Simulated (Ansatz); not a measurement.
# Au: the cost of one run

Method: DFT LDA, scalar-relativistic, plane waves, PAW, in Ansatz 0.2.0.

## Step 1: The system as given

Symmetry: Fm-3m, No. 225, cubic system. Conventional cell: a = 4.080 Å, b = 4.080 Å, c = 4.080 Å, α = 90.00°, β = 90.00°, γ = 90.00°. Au (site symmetry m-3m) is surrounded by 12 Au at 2.88 Å.

Coordinates:

```
CELL_PARAMETERS angstrom
0.00000 2.04000 2.04000
2.04000 0.00000 2.04000
2.04000 2.04000 0.00000
ATOMIC_POSITIONS crystal
Au 0.00000 0.00000 0.00000
```

## Step 2: Relaxing cell and atoms: Au, no spin

File input.yaml:

```yaml
crystal:
  lattice:
    - [0.0, 2.04, 2.04]
    - [2.04, 0.0, 2.04]
    - [2.04, 2.04, 0.0]
  atoms:
    - { symbol: Au, position: [0.0, 0.0, 0.0] }
scf:
  occupations: { method: gaussian, width: 0.1 }
output:
  forces: true
  stress: true
  eigenvalues: true
  write_density: true
  write_potential: true
  elf: true
  volumetric_format: npy
kpoints:
  mp_grid: { grid: [34, 34, 34] }
hamiltonian:
  xc: lda
relax:
  f_tol: 0.003
  max_steps: 60
  cell: { stress_tol: 0.02 }
```

Command:

```sh
$ ansatz run input.yaml --threads 8 --pin off --max-ram 24576MiB --backend cpu --events-out ev --progress --plain --runs-dir out
```

**Question.** How long does this run take on 8 threads of Intel Xeon Platinum 8259CL at 2.50GHz (Skylake/Cascade Lake), shared host, and how much memory does it need?

About 11 s, with a peak of 0.64 GiB.
